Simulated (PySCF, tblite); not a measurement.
**C₆H₁₁ClGaN: geometry, infrared bands and NMR shifts**

Wanted: the infrared bands and NMR shifts of C₆H₁₁ClGaN (`C#[C][Ga@@-]([NH3+])([Cl])[C](=C)CC`), by calculation.

The runs use tblite 0.8.0 and PySCF 2.14.0, with density-fitted response routines of our own; the level of theory stands in each step. All values are computed, except where a source is named. Atoms are numbered from 0 throughout.

## 1. The starting structure

20 atoms, charge 0, multiplicity 1; geometry from: force field or distance geometry start.

Bonds of the start (Å): C0–C1 1.21, C1–Ga2 1.96, Ga2–N3 1.91, Ga2–Cl4 2.18, Ga2–C5 1.96, C5–C6 1.34, C5–C7 1.48, C7–C8 1.51, C0–H9 1.07, N3–H10 1.05, N3–H11 1.04, N3–H12 1.04, C6–H13 1.08, C6–H14 1.09, C7–H15 1.13, C7–H16 1.10, C8–H17 1.11, C8–H18 1.10, C8–H19 1.10.

## 2. Optimising the geometry with GFN2-xTB

Job settings and geometry (Å):

```
{"job": {"kind": "relax", "xc": "GFN2-xTB", "basis": "xTB"}, "charge": 0, "multiplicity": 1}
C     -2.690500     2.443200    -0.178700
C     -2.031200     1.452300    -0.387400
Ga    -0.926300    -0.145800    -0.671300
N     -2.082700    -1.654100    -0.505000
Cl    -0.100600    -0.168100    -2.686300
C      0.508000    -0.158900     0.667200
C      0.185500     0.148800     1.936000
C      1.923800    -0.475500     0.370400
C      2.570000     0.433900    -0.640600
H     -3.289400     3.303000     0.014800
H     -1.890500    -2.364300    -1.251400
H     -1.950000    -2.101700     0.428300
H     -3.079800    -1.356700    -0.588600
H     -0.855900     0.376300     2.120600
H      0.936900     0.161900     2.726200
H      2.490400    -0.358400     1.339600
H      1.988900    -1.511300    -0.003800
H      2.417800     1.512500    -0.413000
H      3.662200     0.270500    -0.624700
H      2.208200     0.203000    -1.655200
```

Command:

```
$ OMP_NUM_THREADS=1 python probes_run.py task.json out
```

One launch serves the whole session: the jobs run in the order shown.

**Question.** This job is followed by: GFN2-xTB harmonic vibrations, gas phase; GIAO PBE0/pcSseg-1 NMR shielding, non-relativistic, gas phase. What will the session give for the following? strongest single infrared mode (GFN2-xTB); zero-point energy (GFN2-xTB); 13C shifts against TMS (PBE0/pcSseg-1); 1H shifts against TMS (PBE0/pcSseg-1, means over atoms taken as alike); 15N shifts against NH3 (PBE0/pcSseg-1); 35Cl shifts against HCl (PBE0/pcSseg-1); shieldings of Ga (PBE0/pcSseg-1).

As calculated:

| quantity | value |
| --- | --- |
| strongest single infrared mode (GFN2-xTB) | 1200 cm⁻¹, 266 km/mol |
| zero-point energy (GFN2-xTB) | 94.1 kcal/mol |
| 13C shifts against TMS (PBE0/pcSseg-1) | 172.9, 129.4, 99.5, 98.6, 38.4, 19.8 ppm |
| 1H shifts against TMS (PBE0/pcSseg-1, means over atoms taken as alike) | 6.15, 5.69, 2.54, 2.22, 1.90, 1.56, 1.17 ppm |
| 15N shifts against NH3 (PBE0/pcSseg-1) | 43.4 ppm |
| 35Cl shifts against HCl (PBE0/pcSseg-1) | -49 ppm |
| shieldings of Ga (PBE0/pcSseg-1) | Ga2 1499.0 ppm |

What this shows: Relaxing lowered the energy by 0.778 eV in 145 steps; the close pair that moved most is Ga2–N3, from 1.908 to 2.264 Å. All 54 modes are real, so the xTB geometry is a minimum. The strongest single mode, at 1200 cm⁻¹, moves mainly H12, H10 and H11. GFN2-xTB is a fitted tight-binding method: band positions and strengths are rough. Its intensities can rank the bands wrongly. At PBE0/pcSseg-1: The largest span, 373 ppm, is at Ga2, where the paramagnetic term is -1140 ppm. Spin-orbit coupling is left out, which matters for shieldings and couplings at and beside the heavy atoms.
